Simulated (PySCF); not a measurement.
**A diatomic session: SrIn+**

An exercise on one series of results from a longer session: the logs are not shown, and one member is left open.

Program: PySCF 2.14.0. Level of theory: Sr def2-SVP with ECP28, In def2-SVP with ECP28, scalar-relativistic core potentials. These are calculated values, not measurements.

The first run:

A driver script around PySCF takes these settings:

* atoms: Sr, In
* charge: 1
* basis: Sr def2-SVP with ECP28, In def2-SVP with ECP28
* Hamiltonian: scalar-relativistic core potentials
* basis functions: 49
* electrons treated: 30
* masses in u: 87.9056, 114.9039
* levels: PBE0, PBE, r²SCAN, TPSSh, BHandHLYP, PW91, HF, MP2, SCS-MP2, CCSD, CCSD(T)
* grid: 80 radial by 434 angular points
* occupations: held fixed by the projection of orbital angular momentum
* dissociation limit: Sr+ + In, each in its ground configuration
* starting distance in angstrom: 3.200
* values of 2S to try: 0, 2

Started as:

```sh
OMP_NUM_THREADS=1 python dia.py task.json out
```

Steps of the session up to this table: Input; PBE0 along the bond; Other states along the same grid; PBE (GGA); r²SCAN; TPSSh; BHandHLYP (global hybrid GGA); PW91 (GGA); RHF; Adding correlation.

One of the session's tables, all rows but one given; the rest of the session is left out.

It belongs to the step «The curves together». Energy (eV) from each level's lowest point:

| R (Å) | RHF | RHF-MP2 | RHF-SCS-MP2 | RHF-CCSD | RHF-CCSD(T) |
| --- | --- | --- | --- | --- | --- |
| 3.272 | 0.431 | 0.266 | 0.290 | n/a | n/a |
| 3.425 | 0.229 | 0.116 | 0.133 | 0.116 | 0.111 |
| 3.577 | 0.103 | 0.035 | 0.045 | 0.035 | 0.032 |
| 3.691 | 0.046 | 0.007 | 0.012 | 0.007 | 0.006 |
| 3.805 | 0.014 | 0.000 | 0.000 | 0.000 | 0.000 |
| 3.919 | 0.000 | 0.009 | 0.004 | 0.009 | 0.010 |
| 4.071 | ? | ? | ? | ? | ? |
| 4.262 | 0.032 | 0.093 | 0.076 | 0.094 | 0.098 |
| 4.490 | 0.089 | 0.173 | 0.149 | 0.174 | 0.180 |
| 4.794 | 0.181 | 0.288 | 0.256 | n/a | n/a |

Estimate the missing values for R (Å) = 4.071.

Worked estimate for «RHF». A straight line through the neighbours (3.919, 0.000) and (4.262, 0.032) gives 0.000 + (0.032 − 0.000) × (4.071 − 3.919) / (4.262 − 3.919) = 0.014; a parabola fitted to 4 rows on both sides gives 0.006.

The run gave: RHF: 0.004; RHF-MP2: 0.038; RHF-SCS-MP2: 0.028; RHF-CCSD: 0.039; RHF-CCSD(T): 0.041. In «RHF» the line misses by +0.010 and the parabola by +0.002.
